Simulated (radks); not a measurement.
**I³⁷⁺ in [He] 2s2 2p5.5 3s2 3p4 3d0.5: an all-electron calculation**

The task here is to estimate one member of a computed series from the others.

Method: scalar-relativistic Kohn-Sham, r2SCAN, spin-polarised, spherical densities, finite nucleus; open shells are filled with parallel spins first. Code: radks (a radial shooting solver on a logarithmic mesh, Libxc functionals) version 1.

### What is computed

* element: iodine (Z = 53)
* charge: +37
* electrons: 16
* configuration: [He] 2s2 2p5.5 3s2 3p4 3d0.5
* nuclear rms radius: 4.75 fm

Set-up of the first run:

The run's settings:

```text
Z 53
configuration [He] 2s2 2p5.5 3s2 3p4 3d0.5
relativity scalar-relativistic
functional r2scan,r2scan
spin polarised
nucleus finite rms 4.75 fm
c 137.035999084
```

One table of the session follows, with a row left open; its other results are not shown here.

It belongs to the step «Radial structure». Sizes of the orbitals, from the radial functions (bohr):

| level | <r> | outermost maximum (interpolated) | 90 % within | nodes |
| --- | --- | --- | --- | --- |
| 1s up | ? | ? | ? | ? |
| 1s down | 0.02721 | 0.0175 | 0.0489 | 0 |
| 2s up | 0.1154 | 0.0983 | 0.178 | 1 |
| 2s down | 0.1153 | 0.0983 | 0.178 | 1 |
| 2p up | 0.1006 | 0.0787 | 0.163 | 0 |
| 2p down | 0.1007 | 0.0788 | 0.163 | 0 |
| 3s up | 0.2826 | 0.267 | 0.410 | 2 |
| 3s down | 0.2835 | 0.267 | 0.411 | 2 |
| 3p up | 0.2745 | 0.257 | 0.406 | 1 |
| 3p down | 0.2754 | 0.258 | 0.407 | 1 |
| 3d up | 0.2427 | 0.205 | 0.370 | 0 |
| 3d down | 0.2429 | 0.205 | 0.371 | 0 |

Estimate the missing values for 1s up.

The run gave: <r>: 0.02722; outermost maximum (interpolated): 0.0175; 90 % within: 0.0490; nodes: 0. In the column «<r>» it lies between 1s down (0.02721) and 2p up (0.1006).
